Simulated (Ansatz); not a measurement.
**triplet SiBr2 at 6 levels**

Aim: a comparison of 6 runs (UHF/3-21G, U-r2SCAN/def2-SVPD, U-wB97X/def2-SVPD, UBHLYP/def2-SVPD, RPA@PBE0/def2-SVPD, UMP2/def2-SVPD) of triplet SiBr2. 

Program for the calculation: Ansatz 0.2.0.

26 further runs of the same task are left out: 1 that didn't finish, 25 set aside as unsound or not needed. Runs told in other sessions of the task aren't counted.

## Step 1: The structure to begin with

SiBr2 has 3 atoms, charge 0, and is taken as a triplet. SMILES of the parent species: `Br[Si]Br`. Geometry: relaxed at PBE0-D4/def2-TZVP. That shape belongs to the parent species and isn't relaxed for this state.

Bond lengths: Br1–Si2 2.249 Å, Si2–Br3 2.249 Å. Angles: Br1–Si2–Br3 101.9°.

## Step 2: The energy at UHF/3-21G (run 1)

job.yaml reads:

```yaml
crystal:
  periodic: [false, false, false]
  atoms:
    - symbol: Br
      position_ang: [0.975100, 1.342100, 0.670900]
    - symbol: Si
      position_ang: [-0.770000, 0.385700, -0.376400]
    - symbol: Br
      position_ang: [-0.216000, -1.792600, -0.307800]
basis:
  gaussian: {orbitals: 3-21G-spherical.json}
magnetization: {spin_polarized: true, initial_magnetization: 2}
hamiltonian: {xc: hf}
accuracy: high
output: {orbitals: {seedname: orbitals}}
```

The basis set 3-21G is read from a file made from the Basis Set Exchange's data (not shown).

Launch:

```bash
$ ansatz run job.yaml --threads 1 --pin off --max-ram 2610MiB --events-out events.jsonl --progress --plain --runs-dir runs
```

What it wrote:

```text
Warning: RAYON_NUM_THREADS=1 ignored (pool sized by the plan → 1); use --threads N
Functional definition: HF
  name "HF"
  exchange = exact_x
  correlation = 0
903 factors; integrals over basis functions are off by at most 4.8e-9 eV
mean field evaluation 1: about -147144.1400 eV, gradient 8.6e0 eV
mean field evaluation 2: about -147144.1745 eV, gradient 8.6e0 eV
mean field evaluation 4: about -147145.0841 eV, gradient 1.4e0 eV
mean field evaluation 8: about -147145.1601 eV, gradient 1.4e-1 eV
mean field evaluation 16: about -147145.1611 eV, gradient 2.8e-8 eV
mean field -147145.16105928 eV, -5407.4849303560 hartree, gradient 2.8e-8 eV, S^2 2.006503; 0 other end points of the search recorded, 0 dependent functions left out
reference -147145.16105928 eV, -5407.4849303560 hartree; 43, 41 occupied and 14, 16 virtual orbitals, 903 factors
Total energy: -147145.16105928 eV, -5407.4849303560 hartree
```

It took 1.4 s on 1 thread of Arm Neoverse V2, shared host; peak memory 0.18 GiB.

## Step 3: A single-point energy at U-r2SCAN/def2-SVPD (run 2)

job.yaml reads:

```yaml
basis:
  gaussian:
    orbitals: def2-SVPD
crystal:
  periodic: [false, false, false]
  atoms:
    - {symbol: Br, position_ang: [0.975100, 1.342100, 0.670900]}
    - {symbol: Si, position_ang: [-0.770000, 0.385700, -0.376400]}
    - {symbol: Br, position_ang: [-0.216000, -1.792600, -0.307800]}
magnetization:
  spin_polarized: true
  initial_magnetization: 2
hamiltonian:
  xc: {name: r2SCAN}
accuracy: high
output:
  orbitals: {seedname: orbitals}
```

Launch:

```bash
$ ansatz run job.yaml --threads 1 --pin off --max-ram 2610MiB --events-out events.jsonl --progress --plain --runs-dir runs
```

What it wrote:

```text
Warning: RAYON_NUM_THREADS=1 ignored (pool sized by the plan → 1); use --threads N
Functional definition: r2SCAN
  name "r2SCAN"
  parameter k0 = 0.174
  parameter k1 = 0.065
  parameter a1 = 4.9479
  exchange = r2scan_x(k0 = k0, k1 = k1, a1 = a1)
  correlation = r2scan_c
1830 factors; integrals over basis functions are off by at most 4.6e-9 eV
mean field evaluation 1: about -147949.0845 eV, gradient 7.3e0 eV
mean field evaluation 2: about -147949.1177 eV, gradient 6.8e0 eV
mean field evaluation 4: about -147949.5045 eV, gradient 7.4e-1 eV
mean field evaluation 8: about -147949.5019 eV, gradient 2.1e-2 eV
mean field evaluation 16: about -147949.5019 eV, gradient 9.6e-6 eV
mean field -147949.50192962 eV, -5437.0439121393 hartree, gradient 5.9e-8 eV, S^2 2.005895; 0 other end points of the search recorded, 0 dependent functions left out
reference -147949.50194656 eV, -5437.0439127618 hartree; 43, 41 occupied and 63, 65 virtual orbitals, 1830 factors
Total energy: -147949.50194656 eV, -5437.0439127618 hartree
```

Run time: 32 s. Hardware: 1 thread of Arm Neoverse V2, shared host; peak memory 0.43 GiB.

Runs 3 to 5 aren't shown in full; the table further down has their settings and results.

## Step 4: A single-point energy at UMP2/def2-SVPD (run 6)

molecule.yaml reads:

```yaml
crystal:
  periodic: [false, false, false]
  atoms:
    - {symbol: Br, position_ang: [0.975100, 1.342100, 0.670900]}
    - {symbol: Si, position_ang: [-0.770000, 0.385700, -0.376400]}
    - {symbol: Br, position_ang: [-0.216000, -1.792600, -0.307800]}
basis:
  gaussian: {orbitals: def2-SVPD}
correlation: {method: mp2, frozen_orbitals: {Br: 9, Si: 5}}
accuracy: high
magnetization: {spin_polarized: true, initial_magnetization: 2}
```

Launch:

```bash
$ ansatz run molecule.yaml --threads 1 --pin off --max-ram 2610MiB --events-out events.jsonl --progress --plain --runs-dir runs
```

What it wrote:

```text
Warning: RAYON_NUM_THREADS=1 ignored (pool sized by the plan → 1); use --threads N
[... 4 set-up lines as earlier in the session ...]
1830 factors; integrals over basis functions are off by at most 4.6e-9 eV
mean field evaluation 1: about -147839.4710 eV, gradient 1.1e1 eV
mean field evaluation 2: about -147839.5279 eV, gradient 1.1e1 eV
mean field evaluation 4: about -147840.8563 eV, gradient 2.3e0 eV
mean field evaluation 8: about -147840.9893 eV, gradient 2.4e-1 eV
mean field evaluation 16: about -147840.9921 eV, gradient 3.1e-7 eV
mean field -147840.99205274 eV, -5433.0562477147 hartree, gradient 2.2e-8 eV, S^2 2.009213; 0 other end points of the search recorded, 0 dependent functions left out
23 core orbitals not correlated: weight in the atoms' cores, before any rotation towards them, 1.000 or more for the frozen orbitals, at most 0.000 for the correlated occupied ones
reference -147840.99205274 eV, -5433.0562477147 hartree; 20, 18 occupied and 63, 65 virtual orbitals, 1830 factors
second order -14.43115338 eV of doubles, -0.00000000 eV of singles
Total energy: -147855.42320612 eV, -5433.5865828196 hartree
```

Wall time 6.3 s (1 thread of Arm Neoverse V2, shared host); peak memory 0.47 GiB.

## Step 5: All runs side by side

| run | level | frozen core orbitals | energy (Eh) | HOMO energy (eV) | ⟨S²⟩ | wall time |
| --- | --- | --- | --- | --- | --- | --- |
| 1 | UHF/3-21G | – | -5407.484930 | -8.46 | 2.007 | 1.4 s |
| 2 | U-r2SCAN/def2-SVPD | – | -5437.043913 | -4.84 | 2.006 | 32 s |
| 3 | U-wB97X/def2-SVPD | – | -5437.120517 | -7.68 | 2.007 | 68 s |
| 4 | UBHLYP/def2-SVPD | – | -5437.056392 | -6.45 | 2.007 | 19 s |
| 5 | RPA@PBE0/def2-SVPD | 23 | -5433.755734 | – | 2.004 | 27 s |
| 6 | UMP2/def2-SVPD | 23 | -5433.586583 | – | 2.009 | 6.3 s |

## Step 6: Results

| quantity | value |
| --- | --- |
| run 6: total energy | -5433.58658 Eh |
| run 6: correlation energy (23 core orbitals frozen) | -530.3 mEh |
| run 6: ⟨S²⟩ of the reference determinant | 2.009 |

**Reading.** Totals of different functionals can't be ranked against each other. All runs together took 2.6 min, the longest 68 s.
